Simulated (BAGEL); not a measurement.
# AlSiNH6O (SMILES [NH2][AlH][SiH2]O) at HF/def2-SVP (density fitting with qzvpp-jkfit)

Aim: the energy change on altering one bond length of AlSiNH6O at HF/def2-SVP (density fitting with qzvpp-jkfit), from 2 runs. 

The results are computed with BAGEL 1.2.2.

### 1 The structure to begin with

The species is AlSiNH6O (10 atoms), meant as a singlet with charge 0. As SMILES, `[NH2][AlH][SiH2]O`. The coordinates come from a PBE0-D4/def2-TZVP relaxation. This is one conformer, not always the lowest.

Bond lengths: N1–Al2 1.771 Å, Al2–Si3 2.466 Å, Si3–O4 1.666 Å, N1–H5 1.008 Å, N1–H6 1.008 Å, Al2–H7 1.589 Å, Si3–H8 1.498 Å, Si3–H9 1.490 Å, O4–H10 0.958 Å. Some angles: N1–Al2–Si3 115.9°, Al2–Si3–O4 112.2°, N1–Al2–H7 117.2°, Si3–Al2–H7 126.9°, Al2–N1–H5 125.3°, Al2–N1–H6 124.5°, Al2–Si3–H8 111.5°, Al2–Si3–H9 112.0°, O4–Si3–H8 110.3°, O4–Si3–H9 104.5°.

### 2 The energy at HF/def2-SVP (density fitting with qzvpp-jkfit)

Input file calc.json:

```json
{ "bagel" : [

{
  "title" : "molecule",
  "basis" : "svp",
  "df_basis" : "qzvpp-jkfit",
  "angstrom" : "true",
  "geometry" : [
    { "atom" : "N", "xyz" : [      -0.443500,       1.949800,      -0.485900 ] },
    { "atom" : "Al", "xyz" : [       0.161400,       0.932500,       0.831000 ] },
    { "atom" : "Si", "xyz" : [       0.498100,      -1.448400,       0.284800 ] },
    { "atom" : "O", "xyz" : [      -0.117800,      -1.843200,      -1.212400 ] },
    { "atom" : "H", "xyz" : [      -0.638800,       2.936000,      -0.417000 ] },
    { "atom" : "H", "xyz" : [      -0.588300,       1.632600,      -1.431200 ] },
    { "atom" : "H", "xyz" : [       0.407600,       1.632900,       2.235800 ] },
    { "atom" : "H", "xyz" : [      -0.081900,      -2.341300,       1.338200 ] },
    { "atom" : "H", "xyz" : [       1.942800,      -1.801100,       0.197600 ] },
    { "atom" : "H", "xyz" : [      -1.056500,      -1.701000,      -1.337900 ] }
  ]
},

{
  "title" : "hf"
},

{
  "title" : "print",
  "file" : "orbitals.molden",
  "orbitals" : "true"
}

]}
```

Launch:

```sh
$ BAGEL_NUM_THREADS=1 BAGEL calc.json > calc.out
```

Output:

```text
* using 1 threads per process

  ===============================================================
  ===============================================================

  *** Geometry ***

  { "atom" : "N", "xyz" : [     -0.838094,      3.684588,     -0.918218 ] },
  { "atom" : "Al", "xyz" : [      0.305002,      1.762170,      1.570362 ] },
  { "atom" : "Si", "xyz" : [      0.941273,     -2.737079,      0.538194 ] },
  { "atom" : "O", "xyz" : [     -0.222610,     -3.483143,     -2.291104 ] },
  { "atom" : "H", "xyz" : [     -1.207157,      5.548236,     -0.788016 ] },
  { "atom" : "H", "xyz" : [     -1.111726,      3.085167,     -2.704576 ] },
  { "atom" : "H", "xyz" : [      0.770252,      3.085734,      4.225050 ] },
  { "atom" : "H", "xyz" : [     -0.154769,     -4.424416,      2.528832 ] },
  { "atom" : "H", "xyz" : [      3.671360,     -3.403586,      0.373410 ] },
  { "atom" : "H", "xyz" : [     -1.996496,     -3.214424,     -2.528265 ] },

  Number of auxiliary basis functions:      518

  Since a DF basis is specified, we compute 2- and 3-index integrals:
    o Being stored without compression. Storage requirement is 0.037 GB

  Number of basis functions:       94
  Number of electrons      :       48

    * METHOD: MOLECULE                             0.50

  *** RHF ***

  === Nuclear Repulsion ===
   198.6417286209

      * DIIS with orbital gradients will be used.

  === RHF iteration (svp) ===
      0       -663.14433458          0.02156839           0.14
      1       -663.32678844          0.01472813           0.14
      2       -663.44522280          0.00131148           0.14
      3       -663.44708371          0.00025594           0.14
      4       -663.44713816          0.00011315           0.14
      5       -663.44714710          0.00002236           0.14
      6       -663.44714784          0.00000717           0.14
      7       -663.44714792          0.00000181           0.14
      8       -663.44714792          0.00000054           0.14
      9       -663.44714792          0.00000016           0.14
     10       -663.44714792          0.00000008           0.14
     11       -663.44714792          0.00000002           0.14
     12       -663.44714792          0.00000000           0.14
    * SCF iteration converged.

    * Permanent dipole moment:
           (    0.634865,    -0.644333,     0.127103) a.u.

    * METHOD: HF                                   2.19

    * METHOD: PRINT                                0.02

  ===============================================================
```

It took 2.9 s on 1 thread of Intel Xeon Platinum 8375C at 2.90GHz (Ice Lake), shared host; peak memory 0.15 GiB.

### 3 The distorted shape

Input file calc.json:

```json
{ "bagel": [

{
  "title": "molecule",
  "basis": "svp",
  "df_basis": "qzvpp-jkfit",
  "angstrom": true,
  "geometry": [
    { "atom": "N", "xyz": [       0.025847,       1.878700,      -0.423150 ] },
    { "atom": "Al", "xyz": [       0.630747,       0.861400,       0.893750 ] },
    { "atom": "Si", "xyz": [       0.967447,      -1.519500,       0.347550 ] },
    { "atom": "O", "xyz": [       0.351547,      -1.914300,      -1.149650 ] },
    { "atom": "H", "xyz": [      -0.169453,       2.864900,      -0.354250 ] },
    { "atom": "H", "xyz": [      -0.118953,       1.561500,      -1.368450 ] },
    { "atom": "H", "xyz": [       0.876947,       1.561800,       2.298550 ] },
    { "atom": "H", "xyz": [       0.387447,      -2.412400,       1.400950 ] },
    { "atom": "H", "xyz": [       2.412147,      -1.872200,       0.260350 ] },
    { "atom": "H", "xyz": [      -1.056500,      -1.701000,      -1.337900 ] }
  ]
},

{ "title": "hf", "charge": 0 },

{ "title": "print", "file": "orbitals.molden", "orbitals": true }

]}
```

Launch:

```sh
$ BAGEL_NUM_THREADS=1 BAGEL calc.json > calc.out
```

Output:

```text
* using 1 threads per process

  ===============================================================
  ===============================================================

  *** Geometry ***

  { "atom" : "N", "xyz" : [      0.048844,      3.550228,     -0.799638 ] },
  { "atom" : "Al", "xyz" : [      1.191939,      1.627810,      1.688943 ] },
  { "atom" : "Si", "xyz" : [      1.828210,     -2.871439,      0.656774 ] },
  { "atom" : "O", "xyz" : [      0.664328,     -3.617503,     -2.172524 ] },
  { "atom" : "H", "xyz" : [     -0.320220,      5.413876,     -0.669435 ] },
  { "atom" : "H", "xyz" : [     -0.224789,      2.950807,     -2.585996 ] },
  { "atom" : "H", "xyz" : [      1.657190,      2.951374,      4.343630 ] },
  { "atom" : "H", "xyz" : [      0.732169,     -4.558775,      2.647412 ] },
  { "atom" : "H", "xyz" : [      4.558297,     -3.537945,      0.491990 ] },
  { "atom" : "H", "xyz" : [     -1.996496,     -3.214424,     -2.528265 ] },

  Number of auxiliary basis functions:      518

  Since a DF basis is specified, we compute 2- and 3-index integrals:
    o Being stored without compression. Storage requirement is 0.037 GB

  Number of basis functions:       94
  Number of electrons      :       48

    * METHOD: MOLECULE                             0.40

  *** RHF ***

  === Nuclear Repulsion ===
   196.5618048006

      * DIIS with orbital gradients will be used.

  === RHF iteration (svp) ===
      0       -662.99027599          0.02240898           0.12
      1       -663.15122996          0.01763629           0.11
      2       -663.33506288          0.00198953           0.11
      3       -663.33853906          0.00101578           0.11
      4       -663.33939240          0.00021672           0.12
      5       -663.33947398          0.00006387           0.11
      6       -663.33948388          0.00001922           0.10
      7       -663.33948483          0.00000751           0.10
      8       -663.33948500          0.00000373           0.10
      9       -663.33948505          0.00000148           0.11
     10       -663.33948505          0.00000076           0.11
     11       -663.33948506          0.00000025           0.11
     12       -663.33948506          0.00000012           0.11
     13       -663.33948506          0.00000005           0.12
     14       -663.33948506          0.00000002           0.11
     15       -663.33948506          0.00000001           0.11
    * SCF iteration converged.

    * Permanent dipole moment:
           (    0.801403,    -0.647600,     0.169529) a.u.

    * METHOD: HF                                   2.04

    * METHOD: PRINT                                0.02

  ===============================================================
```

It took 2.7 s on 1 thread of Intel Xeon Platinum 8375C at 2.90GHz (Ice Lake), shared host; peak memory 0.15 GiB.

### 4 Outcome

At HF/def2-SVP (density fitting with qzvpp-jkfit):

| quantity | value |
| --- | --- |
| first shape: total energy | -663.44715 Eh |
| first shape: dipole moment | 2.32 D |
| first shape: HOMO energy | -9.77 eV |
| first shape: LUMO energy | 1.79 eV |
| first shape: HOMO–LUMO gap | 11.55 eV |
| distorted shape: total energy | -663.33949 Eh |
| distorted shape: dipole moment | 2.65 D |
| distorted shape: HOMO energy | -9.65 eV |
| distorted shape: LUMO energy | 1.63 eV |
| distorted shape: HOMO–LUMO gap | 11.28 eV |
| energy change with the O4–H10 bond stretched from 0.958 to 1.436 Å | 2.930 eV |

With the O4–H10 bond stretched from 0.958 to 1.436 Å the energy rises by 2.93 eV (283 kJ/mol). The first shape isn't relaxed at this level, so the change isn't measured from a minimum.
